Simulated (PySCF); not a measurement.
# C2H7NSi (SMILES C=N[SiH2]C): BLYP/cc-pVDZ

Aim: the vertical ionisation energy of C2H7NSi at BLYP/cc-pVDZ, from 2 runs. 

Program for the calculation: PySCF 2.14.0.

### 1 Starting point

C2H7NSi: 11 atoms, total charge 0, spin state singlet. SMILES: `C=N[SiH2]C`. The coordinates come from a PBE0-D4/def2-TZVP relaxation. This is one conformer, not always the lowest.

Bond lengths: C1–N2 1.257 Å, N2–Si3 1.747 Å, Si3–C4 1.862 Å, C1–H5 1.097 Å, C1–H6 1.103 Å, Si3–H7 1.497 Å, Si3–H8 1.486 Å, C4–H9 1.092 Å, C4–H10 1.093 Å, C4–H11 1.092 Å. Some angles: C1–N2–Si3 124.0°, N2–Si3–C4 108.8°, N2–C1–H5 120.4°, N2–C1–H6 124.2°, N2–Si3–H7 110.9°, N2–Si3–H8 106.9°, C4–Si3–H7 110.6°, C4–Si3–H8 110.8°, Si3–C4–H9 110.4°, Si3–C4–H10 110.6°.

### 2 The energy at BLYP/cc-pVDZ

Input file input.py:

```python
from pyscf import gto, dft

mol = gto.M(
    atom='''
C     -1.442239     3.830853     0.736804
N     -1.416350     1.892750    -0.635704
Si    -0.716584    -1.139127     0.467518
C      2.019361    -2.401842    -1.347753
H     -1.885380     5.686186    -0.074644
H     -1.039916     3.824050     2.781488
H     -0.141918    -1.099065     3.237857
H     -3.005420    -2.711190     0.044220
H      1.605322    -2.400330    -3.369382
H      2.443038    -4.338811    -0.770819
H      3.703674    -1.251377    -1.030846
''',
    unit='bohr',
    max_memory=1860,
    verbose=4,
    basis='cc-pvdz',
    spin=0,
)

myscf = dft.RKS(mol, xc='blyp')
myscf.grids.level = 8
myscf.conv_tol = 1e-10
myscf.kernel()
if not myscf.converged:
    myscf = myscf.newton().run(myscf.mo_coeff, myscf.mo_occ)

e_final = myscf.e_tot
print('E = %.10f Eh' % e_final)
```

Started as:

```
$ OMP_NUM_THREADS=1 python input.py
```

Log:

```text
PySCF version 2.14.0

[... 83 lines left out ...]
converged SCF energy = -424.5797753324
E = -424.5797753324 Eh
```

Wall time 65 s (1 thread of Arm Neoverse V1, shared host); peak memory 0.53 GiB.

### 3 The doublet cation, same level

Input file input.py:

```python
from pyscf import gto, dft

mol = gto.M(
    atom=[
    ('C', (-0.763200, 2.027200, 0.389900)),
    ('N', (-0.749500, 1.001600, -0.336400)),
    ('Si', (-0.379200, -0.602800, 0.247400)),
    ('C', (1.068600, -1.271000, -0.713200)),
    ('H', (-0.997700, 3.009000, -0.039500)),
    ('H', (-0.550300, 2.023600, 1.471900)),
    ('H', (-0.075100, -0.581600, 1.713400)),
    ('H', (-1.590400, -1.434700, 0.023400)),
    ('H', (0.849500, -1.270200, -1.783000)),
    ('H', (1.292800, -2.296000, -0.407900)),
    ('H', (1.959900, -0.662200, -0.545500)),
],
    max_memory=1860,
    charge=1,
    basis='cc-pvdz',
    spin=1,
    verbose=3,
)

calc0 = dft.UKS(mol)
calc0.xc = 'blyp'
calc0.conv_tol = 1e-10
calc0.grids.level = 8
calc0.kernel()
if not calc0.converged:
    calc0 = calc0.newton().run(calc0.mo_coeff, calc0.mo_occ)

energy = calc0.e_tot
print(f'total energy: {energy:.8f} hartree')
```

Started as:

```
$ OMP_NUM_THREADS=1 python input.py
```

Log:

```text
WARN: HOMO -0.279926217040182 >= LUMO -0.279926217040181

converged SCF energy = -424.255076368983  <S^2> = 0.75570874  2S+1 = 2.0057006
total energy: -424.25507637 hartree
```

Wall time 2.6 min (1 thread of Arm Neoverse V1, shared host); peak memory 0.53 GiB.

### 4 Results

At BLYP/cc-pVDZ:

| quantity | value |
| --- | --- |
| singlet C2H7NSi: total energy | -424.57978 Eh |
| singlet C2H7NSi: dipole moment | 0.92 D |
| singlet C2H7NSi: HOMO energy | -5.29 eV |
| singlet C2H7NSi: LUMO energy | -1.47 eV |
| singlet C2H7NSi: HOMO–LUMO gap | 3.82 eV |
| doublet cation: total energy | -424.25508 Eh |
| doublet cation: HOMO energy (highest over α and β) | -12.64 eV |
| doublet cation: LUMO energy (lowest over α and β) | -12.25 eV |
| doublet cation: ⟨S²⟩ | 0.756 |
| vertical ionisation energy (to the doublet cation) | 8.836 eV |

What this shows: Removing an electron at fixed nuclei costs 8.84 eV (852 kJ/mol). The negative HOMO energy of the first species, 5.29 eV, lies 3.54 eV below that difference. Mulliken charges (doublet cation) run from -0.10 on C4 to +0.33 on Si3; they depend strongly on the basis.
